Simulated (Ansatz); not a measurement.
# CH4ClFOSeSi: geometry optimisation

Aim: relax CH4ClFOSeSi from a cheap starting geometry.

Method: RKS PBE0-D4/def2-TZVP; program: Ansatz 0.2.0, Gaussian basis.

Levels to be run: relaxation at PBE0-D4/def2-TZVP.

1 further run of the same task is left out (set aside as unsound or not needed).

## 1. The starting structure

SMILES `CO[Si](F)(Cl)[SeH]`, 10 atoms, charge 0, spin multiplicity 1.

Atoms are counted from 1 here; the program's logs count them from 0.

Bond lengths: C1–O2 1.404 Å, C1–H7 1.091 Å, C1–H8 1.089 Å, C1–H9 1.094 Å, O2–Si3 1.601 Å, Si3–F4 1.611 Å, Si3–Cl5 1.984 Å, Si3–Se6 2.259 Å, Se6–H10 1.434 Å. Angles: O2–C1–H7 110.1°, O2–C1–H8 107.6°, O2–C1–H9 110.7°, H7–C1–H8 109.8°, H7–C1–H9 109.1°, H8–C1–H9 109.5°, C1–O2–Si3 129.8°, O2–Si3–F4 109.2°, O2–Si3–Cl5 106.0°, O2–Si3–Se6 110.0°, F4–Si3–Cl5 107.2°, F4–Si3–Se6 106.6°, Cl5–Si3–Se6 117.6°, Si3–Se6–H10 96.7°.

The start is a GFN2-xTB geometry.

## 2. Relaxation at PBE0-D4/def2-TZVP

The input, in.yaml:

```yaml
crystal:
  periodic: [false, false, false]
  atoms:
    - {symbol: C, position_ang: [0.081460, -1.329990, -1.097110]}
    - {symbol: O, position_ang: [0.422780, -0.915090, 0.200150]}
    - {symbol: Si, position_ang: [0.325520, 0.535300, 0.870840]}
    - {symbol: F, position_ang: [1.587310, 1.420800, 0.402990]}
    - {symbol: Cl, position_ang: [0.504550, 0.248140, 2.825700]}
    - {symbol: Se, position_ang: [-1.523470, 1.605350, 0.135060]}
    - {symbol: H, position_ang: [0.852790, -1.022020, -1.804790]}
    - {symbol: H, position_ang: [0.003940, -2.416500, -1.085540]}
    - {symbol: H, position_ang: [-0.876890, -0.899540, -1.401430]}
    - {symbol: H, position_ang: [-1.377980, 2.773540, 0.954140]}
basis:
  gaussian: {orbitals: def2-TZVP}
hamiltonian: {xc: pbe0, dispersion: d4}
relax: {f_tol: 0.005, max_steps: 150}
```

Launch:

```
$ ansatz run in.yaml --threads 2 --pin off --events-out ev --progress --plain --max-ram 32768MiB --backend cuda --devices 0, --max-vram 18GiB
```

Q: Predict the results of all the runs planned. Wanted: point group; shift from the start; total energy; dispersion term; dipole moment.

**Answer**, as computed:

```
                  quantity           value
               point group              C1
                     steps              24
shift from the start (rms)         0.251 Å
              total energy  -91603.5112 eV
           dispersion term        -267 meV
             dipole moment          1.83 D
```

What this shows: The atoms moved 0.25 Å (rms) from the start; the bond that changed most is Si3–Cl5, from 1.984 to 2.025 Å. No vibrations were run, so it is not proven to be a minimum. The largest Mulliken charge, +0.68 e, sits on Si3.
